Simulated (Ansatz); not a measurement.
# C₂H₆F₂OSi: up Jacob's ladder to CCSD(T)

The task here is to estimate one member of a computed series from the others.

Computed with Ansatz 0.2.0, Gaussian basis. Level: functionals in def2-TZVPP, the program's frozen cores in correlated methods.

Levels to be run: LDA (SPW92), PBE-D4, revPBE-D4, BLYP-D4, r2SCAN-D4, B97M-V, PBE0-D4, B3LYP-D4, r2SCANh-D4, r2SCAN0-D4, HSE06-D4, BHLYP-D4, CAM-B3LYP-D4, LC-ωPBE, ωB97X-V, ωB97M-V, B2PLYP, PBE-QIDH; CCSD(T)/def2-SVP; CCSD(T)/def2-TZVPP; MP2/def2-QZVPP; extrapolation to the limit; RPA on PBE.

## The relaxed structure

All runs share one geometry, relaxed beforehand with PBE0-D4 in a triple-zeta def2 set.

SMILES `COC(F)(F)[SiH3]`, 12 atoms, charge 0, spin multiplicity 1.

Atoms are counted from 1 here; the program's logs count them from 0.

Bond lengths: C1–O2 1.429 Å, C1–H7 1.091 Å, C1–H8 1.091 Å, C1–H9 1.087 Å, O2–C3 1.348 Å, C3–F4 1.373 Å, C3–F5 1.373 Å, C3–Si6 1.926 Å, Si6–H10 1.481 Å, Si6–H11 1.481 Å, Si6–H12 1.481 Å. Angles: O2–C1–H7 110.8°, O2–C1–H8 110.8°, O2–C1–H9 105.6°, H7–C1–H8 110.0°, H7–C1–H9 109.8°, H8–C1–H9 109.8°, C1–O2–C3 116.4°, O2–C3–F4 110.7°, O2–C3–F5 110.7°, O2–C3–Si6 110.2°, F4–C3–F5 104.1°, F4–C3–Si6 110.5°, F5–C3–Si6 110.5°, C3–Si6–H10 107.5°, C3–Si6–H11 108.1°, C3–Si6–H12 108.1°, H10–Si6–H11 111.0°, H10–Si6–H12 111.0° and more.

The first run:

File in.yaml:

```yaml
crystal:
  periodic: [false, false, false]
  atoms:
    - {symbol: C, position_ang: [-1.510437, -0.263781, 1.337742]}
    - {symbol: O, position_ang: [-0.172473, -0.165755, 0.846159]}
    - {symbol: C, position_ang: [-0.034701, 0.084791, -0.471189]}
    - {symbol: F, position_ang: [-0.667809, -0.878689, -1.217211]}
    - {symbol: F, position_ang: [-0.677218, 1.249067, -0.813534]}
    - {symbol: Si, position_ang: [1.831587, 0.181197, -0.936655]}
    - {symbol: H, position_ang: [-2.043332, -1.080799, 0.849274]}
    - {symbol: H, position_ang: [-2.047320, 0.674003, 1.187983]}
    - {symbol: H, position_ang: [-1.417576, -0.468960, 2.401593]}
    - {symbol: H, position_ang: [1.915720, 0.455782, -2.390052]}
    - {symbol: H, position_ang: [2.455783, -1.120936, -0.606381]}
    - {symbol: H, position_ang: [2.444776, 1.278981, -0.153629]}
basis:
  gaussian: {orbitals: def2-TZVPP}
hamiltonian: {xc: lda}
output: {orbitals: {seedname: orbitals}}
```

The run is started by

```
ansatz run in.yaml --threads 4 --pin off --events-out ev --progress --plain --max-ram 10444MiB
```

Steps of the session up to this table: LDA; PBE-D4 (GGA); revPBE-D4 (GGA); BLYP-D4 (GGA); r2SCAN-D4 (meta-GGA); B97M-V (meta-GGA); B3LYP-D4 (hybrid); r2SCANh-D4 (hybrid); r2SCAN0-D4 (hybrid); HSE06-D4 (hybrid); BHLYP-D4 (hybrid); CAM-B3LYP-D4 (range-separated); LC-ωPBE (range-separated); ωB97X-V (range-separated); ωB97M-V (range-separated); B2PLYP (double hybrid); PBE-QIDH (double hybrid).

One table of the session follows, with a row left open; its other results are not shown here.

It belongs to the step «Orbital energies across the functionals». 

```
  functional  HOMO (eV)  LUMO (eV)  gap (eV)
 LDA (SPW92)          ?          ?         ?
      PBE-D4      -7.29      -0.37      6.92
   revPBE-D4      -7.23      -0.27      6.95
     BLYP-D4      -7.21      -0.27      6.94
   r2SCAN-D4      -7.66       0.05      7.71
      B97M-V      -7.85      -0.26      7.59
     PBE0-D4      -8.98       0.45      9.43
    B3LYP-D4      -8.73       0.21      8.94
  r2SCANh-D4      -8.29       0.33      8.62
  r2SCAN0-D4      -9.24       0.72      9.97
    HSE06-D4      -8.57       0.08      8.65
    BHLYP-D4     -10.59       1.22     11.81
CAM-B3LYP-D4     -10.48       1.37     11.85
     LC-ωPBE     -11.81       2.54     14.35
     ωB97X-V     -11.49       2.41     13.89
     ωB97M-V     -11.40       2.05     13.45
```

Q: Estimate the row for LDA (SPW92) from the others.

As computed: HOMO (eV): -7.46; LUMO (eV): -0.61; gap (eV): 6.85. In the column «HOMO (eV)» it lies between r2SCAN-D4 (-7.66) and PBE-D4 (-7.29).
